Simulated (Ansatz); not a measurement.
Runs of Ansatz 0.2.0 on NiMoIrPdW. Symmetry: P-3m1, No. 164, trigonal system. Conventional cell: a = 2.771 Å, b = 2.771 Å, c = 22.020 Å, α = 90.00°, β = 90.00°, γ = 120.00°. Ni (site symmetry 3m) is surrounded by 3 Mo at 2.55 Å and 3 Pd at 2.65 Å and 6 Ni at 2.77 Å. Mo (site symmetry 3m) is surrounded by 3 Ni at 2.55 Å and 3 Ir at 2.76 Å and 6 Mo at 2.77 Å. Around Pd (site symmetry 3m) lie 3 Ni at 2.65 Å and 9 Pd at 2.77 to 2.84 Å. Around Ir (site symmetry 3m) lie 3 Mo at 2.76 Å and 3 W at 2.77 Å and 6 Ir at 2.77 Å. W (site symmetry 3m) is surrounded by 3 Ir at 2.77 Å and 9 W at 2.77 to 2.93 Å. The cell was built by a generator and needn't be a form met in nature.

| task | level | cell | k mesh | points for each segment of the path | gap on the mesh (eV) | pressure (GPa) | moment (μB) | relaxed volume (Å³/atom) | largest force (eV/Å) |
| --- | --- | --- | --- | --- | --- | --- | --- | --- | --- |
| relaxation of cell and atoms | PBEsol+D3(BJ) | relaxed | 8 × 8 × 1 | - | none | 0.0 | 0.00 | (b) | - |
| relaxation of cell and atoms | RPBE | relaxed | 8 × 8 × 1 | - | none | 0.0 | 0.00 | 14.91 | - |
| band structure | BLYP | as given | 11 × 11 × 2 | 10 | none | 11.1 | 0.00 | - | 0.13 |
| relaxation of cell and atoms | BLYP | relaxed | 8 × 8 × 1 | - | none | 0.0 | 0.00 | (a) | 0.01 |
| band structure | RPBE | as given | 11 × 11 × 2 | 10 | none | 4.1 | 0.00 | - | 0.12 |

Alike in all rows: potentials or basis Ansatz PAW; spin collinear, ferromagnetic start; cutoff (eV) 420; smearing fermi-dirac 0.05 eV.

Estimate the missing entries.

(a) 15.34; (b) 13.75.

Caveats: the PAW data sets come from PBE, with cores solved anew for the run's functional, which leaves a small shift of forces and pressure; the starting moments weren't kept; the plane-wave basis is chosen anew once the cell has moved, so the energies of steps on either side of that aren't comparable (some runs); spin-orbit coupling is left out, which moves the levels of the heavy elements (some runs); pairwise dispersion overbinds metals, which lowers pressure and volume (some runs).

A k mesh can miss the band edges, and the runs leave out spin-orbit coupling on Ir, Mo, Pd, W.

A gap of «none» marks a metal or a gap under the smearing width.

Runs at the PBE level aren't shown here.
